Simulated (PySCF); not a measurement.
The system is SZnBrH, in a box.

```
S Zn Br H
1.0
    11.00000    0.00000    0.00000
     0.00000   14.00000    0.00000
     0.00000    0.00000   11.00000
S Zn Br H
1 1 1 1
Direct
  0.42760 0.60156 0.41739
  0.50087 0.47532 0.50250
  0.57477 0.34313 0.58879
  0.49842 0.65987 0.48395
```

Base run:

| Property | Result |
| --- | --- |
| Program | PySCF 2.14.0 |
| Functional | PBE |
| Potentials or basis | def2-svp (all-electron) |
| k mesh | 1 × 1 × 1 |
| Occupations | fixed |
| Spin | no spin polarisation |

Its results: gap between the frontier levels 4.19 eV.

After a change of settings the same cell gave: gap between the frontier levels 5.90 eV. Which change was it?
A. functional from PBE to M06
B. functional from PBE to PBE0; dispersion from none to D3(BJM)
C. functional from PBE to CAM-B3LYP; dispersion from none to D3
D. functional from PBE to SVWN5

A.

M06 gives the wider gap, since exact exchange removes part of the self-interaction.

Caveats: this is a molecule in a periodic box at the Γ point, so its band gap is the HOMO-LUMO gap; relativity is left out, which matters for the heavier elements; the basis of atomic orbitals isn't converged, which shifts pressures, moduli and gaps.
